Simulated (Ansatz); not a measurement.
# Gold, simple cubic under BLYP: ground state and equation of state

Aim: take gold in the simple cubic structure, relax it, solve it on a dense k-mesh, then scale the cell to 7 volumes from 88 to 112 % of the relaxed one and try a fit of the equation of state. Spin polarisation is left out. The k-meshes are 12×12×12 for the relaxation; 18×18×18 for the dense run; 13×13×13 for the volumes.

This is Au in the simple cubic structure; at room conditions it is fcc.

Computed with Ansatz 0.2.0 (DFT BLYP, plane waves (420 eV) with PAW, scalar-relativistic; the PAW data stem from PBE, with regenerated cores, unless a step says otherwise).

## 1. Starting point

The structure is cubic, space group Pm-3m (No. 221). Conventional cell: a = 2.636 Å, b = 2.636 Å, c = 2.636 Å, α = 90.00°, β = 90.00°, γ = 90.00°. Around Au (site symmetry m-3m) lie 6 Au at 2.64 Å.

As a file:

```xyz
1
Lattice="2.6359 0.0000 0.0000 0.0000 2.6359 0.0000 0.0000 0.0000 2.6359" Properties=species:S:1:pos:R:3 pbc="T T T"
Au    0.0000    0.0000    0.0000
```

## 2. Geometry optimisation

Contents of input.yaml:

```yaml
crystal:
  lattice:
    - [2.6358905191, 0.0, 0.0]
    - [0.0, 2.6358905191, 0.0]
    - [0.0, 0.0, 2.6358905191]
  atoms:
    - { symbol: Au, position: [0.0, 0.0, 0.0] }
hamiltonian:
  xc: blyp
  pseudopotentials:
    kind: paw
    azcp:
      Au: "pseudopotentials/Au.paw.azcp"
basis:
  ecutwfc: 420
  fft_grid_basis: typed
kpoints:
  mp_grid: { grid: [12, 12, 12], shift: [0, 0, 0] }
magnetization:
  spin_polarized: false
scf:
  occupations: { method: fermi_dirac, width: 0.1 }
relax:
  max_steps: 60
  f_tol: 0.01
  cell: {}
output:
  write_density: true
  write_potential: true
  elf: true
  volumetric_format: npy
```

After this run come: Dense single point; The cell scaled to 88 % of its volume; The cell scaled to 92 % of its volume; The cell scaled to 96 % of its volume; The cell scaled to 100 % of its volume; The cell scaled to 104 % of its volume; The cell scaled to 108 % of its volume; The cell scaled to 112 % of its volume.

What does the calculation give? Wanted: space group; conventional cell; volume; shortest distance; gap on the mesh; relative to fcc; V₀, B₀, B₀′.

**Answer**, as computed:

| quantity | value |
| --- | --- |
| space group (spins left aside) | Pm-3m (No. 221) |
| conventional cell | a = 2.816 Å |
| volume | 22.328 Å³/atom |
| shortest distance | 2.816 Å |
| gap on the mesh | none (levels filled in part) |
| relative to fcc | +14 meV/atom |
| V₀, B₀, B₀′ | 22.328 Å³/atom, 82 GPa, 5.9 |

From the guessed start the volume grew by 21.9 % in 8 steps. Against the reference form of gold (fcc, computed apart with the same settings) it stands 14 meV/atom higher. No gap shows: it is a metal or semimetal at this level. B₀ comes out at 82 GPa. The symmetry was held, so the structure may be unstable against distortions that break it.
